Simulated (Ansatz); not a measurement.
# C₂ClF₂Si radical: how energies converge with the basis set

Aim: see how fast density functionals and correlated methods converge with the basis set for C₂ClF₂Si radical.

Program: Ansatz 0.2.0, Gaussian basis. Level of theory: one geometry, several basis sets. These are calculated values, not measurements.

The runs, in order: PBE0-D4/def2-SVP; ωB97M-V/def2-SVP; PBE0-D4/def2-QZVPP; ωB97M-V/def2-QZVPP; CCSD(T)/cc-pV(D+d)Z; CCSD(T)/cc-pV(T+d)Z; MP2/cc-pV(Q+d)Z; the functionals' def2-TZVPP values are taken from earlier runs.

2 further runs of the same task are left out: 1 for a known fault of the program, 1 that didn't finish.

**1. The geometry**

The geometry comes from an earlier relaxation with PBE0-D4 in a triple-zeta def2 set; it is a stationary point.

SMILES `[C]#C[Si](F)(F)Cl`, 6 atoms, charge 0, spin multiplicity 2.

Atoms are counted from 1 here; the program's logs count them from 0.

Bond lengths: C1–C2 1.210 Å, C2–Si3 1.799 Å, Si3–F4 1.572 Å, Si3–F5 1.572 Å, Si3–Cl6 2.009 Å. Angles: C1–C2–Si3 179.4°, C2–Si3–F4 109.6°, C2–Si3–F5 109.6°, C2–Si3–Cl6 111.2°, F4–Si3–F5 107.7°, F4–Si3–Cl6 109.3°, F5–Si3–Cl6 109.3°.

**2. PBE0-D4 in def2-SVP**

Input file in.yaml:

```yaml
crystal:
  periodic: [false, false, false]
  atoms:
    - {symbol: C, position_ang: [0.940304, -1.735369, 1.551239]}
    - {symbol: C, position_ang: [0.505558, -0.918995, 0.771850]}
    - {symbol: Si, position_ang: [-0.149245, 0.303816, -0.374360]}
    - {symbol: F, position_ang: [-1.029172, -0.411465, -1.463251]}
    - {symbol: F, position_ang: [1.037331, 1.022192, -1.114331]}
    - {symbol: Cl, position_ang: [-1.262676, 1.675821, 0.582653]}
basis:
  gaussian: {orbitals: def2-SVP}
magnetization: {spin_polarized: true, initial_magnetization: 1}
hamiltonian: {xc: pbe0, dispersion: d4}
output: {orbitals: {seedname: orbitals}}
```

On the command line:

```console
> ansatz run in.yaml --threads 2 --pin off --events-out ev --progress --plain --max-ram 32768MiB --backend cpu
```

Further steps of the session: ωB97M-V in def2-SVP; PBE0-D4 in def2-QZVPP; ωB97M-V in def2-QZVPP; CCSD(T) in cc-pV(D+d)Z; CCSD(T) in cc-pV(T+d)Z; MP2 in cc-pV(Q+d)Z.

**Question.** What will the summary of the whole plan be? Wanted: MP2 correlation recovered, cc-pV(D+d)Z; MP2 correlation recovered, cc-pV(T+d)Z; MP2 correlation recovered, cc-pV(Q+d)Z; PBE0-D4: double and triple zeta above quadruple; ωB97M-V: double and triple zeta above quadruple.

As calculated:

```
                                       quantity           value
         MP2 correlation recovered, cc-pV(D+d)Z          66.0 %
         MP2 correlation recovered, cc-pV(T+d)Z          86.6 %
         MP2 correlation recovered, cc-pV(Q+d)Z          94.4 %
PBE0-D4: double and triple zeta above quadruple  17.73, 1.06 eV
ωB97M-V: double and triple zeta above quadruple  17.76, 0.98 eV
```

**Reading.** PBE0-D4 gains 16.67 eV from double to triple zeta, then 1.06 eV more. In cc-pV(D+d)Z MP2 holds 66 % of its limit, in cc-pV(Q+d)Z 94 %, while Hartree-Fock is within 0.262 eV in the largest set. Total energies overstate the basis error of differences, where much of it tends to cancel.
